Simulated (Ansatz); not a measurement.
From input file to script: C3H9BSe, SMILES CB(C)C[SeH] in Ansatz 0.2.0.

```yaml
crystal:
  periodic: [false, false, false]
  atoms:
    - { symbol: C, position_ang: [1.3245, -0.5779, 0.8653] }
    - { symbol: B, position_ang: [0.2267, 0.0559, -0.0989] }
    - { symbol: C, position_ang: [0.2277, 1.6254, -0.3672] }
    - { symbol: C, position_ang: [-0.8438, -0.8736, -0.8303] }
    - { symbol: Se, position_ang: [-2.6404, -0.4481, -0.2137] }
    - { symbol: H, position_ang: [1.2254, -0.1338, 1.8772] }
    - { symbol: H, position_ang: [1.1938, -1.6772, 0.9389] }
    - { symbol: H, position_ang: [2.3364, -0.3589, 0.4664] }
    - { symbol: H, position_ang: [0.3671, 1.8147, -1.4515] }
    - { symbol: H, position_ang: [-0.7381, 2.0616, -0.0395] }
    - { symbol: H, position_ang: [1.0526, 2.1102, 0.1951] }
    - { symbol: H, position_ang: [-0.6375, -1.9432, -0.619] }
    - { symbol: H, position_ang: [-0.7833, -0.7094, -1.9259] }
    - { symbol: H, position_ang: [-2.3111, -0.9459, 1.203] }
basis:
  gaussian: { orbitals: def2-SVPD }
hamiltonian:
  xc: hf
scf:
  lower_state_search: light
```

The program run on that file:
```console
$ ansatz run input.yaml --threads 1 --pin off --max-ram 4096MiB --backend cpu --events-out ev --progress --plain --runs-dir out
Engine: ansatz 0.2.0, aarch64-unknown-linux-gnu
Functional definition: HF
  exchange = exact_x
  correlation = 0
1989 factors; their error is unknown
mean field evaluation 1: about -69193.9783 eV, gradient 3.3e1 eV
mean field evaluation 2: about -69196.8510 eV, gradient 1.2e1 eV
mean field evaluation 4: about -69197.3021 eV, gradient 7.7e-1 eV
mean field evaluation 8: about -69198.0875 eV, gradient 4.2e-1 eV
mean field -69198.08768005 eV, -2542.9828180933 hartree, gradient 3.6e-5 eV, S^2 0.000000; 0 other end points of the search recorded, 0 dependent functions left out
reference -69198.08768005 eV, -2542.9828180933 hartree; 33, 33 occupied and 160, 160 virtual orbitals, 1989 factors
Total energy: -69198.08768005 eV, -2542.9828180933 hartree
```

`energy_c3h9bse.py`
```python
# -*- coding: utf-8 -*-
"""Electronic structure of the C3H9BSe molecule."""

import ansatz as az

BASIS = "def2-SVPD"
FUNCTIONAL = "HF"

GEOMETRY = """
C     1.32450   -0.57790    0.86530
B     0.22670    0.05590   -0.09890
C     0.22770    1.62540   -0.36720
C    -0.84380   -0.87360   -0.83030
Se   -2.64040   -0.44810   -0.21370
H     1.22540   -0.13380    1.87720
H     1.19380   -1.67720    0.93890
H     2.33640   -0.35890    0.46640
H     0.36710    1.81470   -1.45150
H    -0.73810    2.06160   -0.03950
H     1.05260    2.11020    0.19510
H    -0.63750   -1.94320   -0.61900
H    -0.78330   -0.70940   -1.92590
H    -2.31110   -0.94590    1.20300
"""


def main():
    system = az.Crystal.molecule()
    for line in GEOMETRY.strip().splitlines():
        symbol, *xyz = line.split()
        system = system.atom(symbol, [float(v) for v in xyz])

    calculation = (
        system.calculation()
        .basis(gaussian=BASIS)
        .functional(FUNCTIONAL)
        .scf(lower_state_search="light")
    )
    result = calculation.run()
    rep = result.report

    print(f"E = {rep['free_energy_ev']:.6f} eV = {rep['free_energy_ev'] / 27.211386246:.7f} Ha")
    print("converged:", rep["converged"], " doubts:", rep["published_state_doubts"] or "none")


if __name__ == "__main__":
    main()
```

Output of `python energy_c3h9bse.py`:
```text
E = -69198.087680 eV = -2542.9828181 Ha
converged: True  doubts: none
```

What to keep in mind:
- The settings weren't tested for convergence.
- The geometry is a force-field or estimated start, not a minimum of this method, and the basis set is short of its limit.
- Finished in 4.5 s on 1 thread of Arm Neoverse V1 (shared host), peak memory 0.5 GiB.

(A comment or docstring line of the script was reworded after the run, the code is as it ran; lines on the test bed's own set-up are left out of the output.)
